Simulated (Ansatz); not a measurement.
Born–Oppenheimer molecular dynamics of a periodic cell of 36 atoms, Mg (start crystal Mg, start structure hcp, volume 1.15 times the crystal's). It starts from a structure without forces on its atoms.

All numbers below come from DFT PBE, scalar-relativistic, plane waves, PAW in Ansatz 0.2.0. Settings: cutoff 420 eV, k mesh 1x1x1, fermi-dirac smearing 0.16 eV, no spin polarisation.

- ensemble: NVT, Langevin thermostat
- time step: 2 fs
- steps asked: 250
- set temperature: 1800 K
- friction: 0.02 /fs
- seed: 774713

First frame:

```xyz
36
Lattice="10.0892 0.0000 0.0000 -5.0446 8.7375 0.0000 0.0000 0.0000 10.9233" Properties=species:S:1:pos:R:3
Mg 0.000 0.000 0.000
Mg 0.000 1.942 2.731
Mg 0.000 0.000 5.462
Mg 0.000 1.942 8.193
Mg -1.681 2.913 0.000
Mg -1.681 4.854 2.731
Mg -1.681 2.913 5.462
Mg -1.681 4.854 8.193
Mg -3.363 5.825 0.000
Mg -3.363 7.767 2.731
Mg -3.363 5.825 5.462
Mg -3.363 7.767 8.193
Mg 3.363 0.000 0.000
Mg 3.363 1.942 2.731
Mg 3.363 0.000 5.462
Mg 3.363 1.942 8.193
Mg 1.681 2.913 0.000
Mg 1.681 4.854 2.731
Mg 1.681 2.913 5.462
Mg 1.681 4.854 8.193
Mg 0.000 5.825 0.000
Mg 0.000 7.767 2.731
Mg 0.000 5.825 5.462
Mg 0.000 7.767 8.193
Mg 6.726 0.000 0.000
Mg 6.726 1.942 2.731
Mg 6.726 0.000 5.462
Mg 6.726 1.942 8.193
Mg 5.045 2.913 0.000
Mg 5.045 4.854 2.731
Mg 5.045 2.913 5.462
Mg 5.045 4.854 8.193
Mg 3.363 5.825 0.000
Mg 3.363 7.767 2.731
Mg 3.363 5.825 5.462
Mg 3.363 7.767 8.193
```

(1) What does the run give?

(2) What happens to the structure?

(3) How do temperature and energy run in time?

Results:

(1) The run went to its last step.

```json
{"steps done": "250", "time covered": "500 fs", "mean temperature over the second half": "1776 K", "spread of the potential energy over the second half": "16.8 meV per atom", "mean potential energy of the second half above the start": "223.4 meV per atom"}
```

A run of 0.5 ps of so small a system gives no equilibrium averages. Limits of this set-up: coarse k mesh.

(2) Mean squared displacements from the first frame to the last, about the centre of mass: Mg 2.27 Å². Another seed would give other details.

(3) 
```tsv
time (fs)	T (K)	potential energy less start (eV)
0.0	1750	0.000
40.0	1816	5.098
80.0	2030	7.268
120.0	1829	8.621
160.0	2170	7.072
200.0	1691	7.090
240.0	1899	7.813
280.0	1816	8.050
320.0	1646	7.892
360.0	1708	7.460
400.0	1647	7.423
440.0	2002	7.999
480.0	1616	9.234
```

Time of the run: 6.4 min on 4 threads of Intel(R) Xeon(R) 6975P-C (Granite Rapids), on a shared host, peak memory 1 GiB.
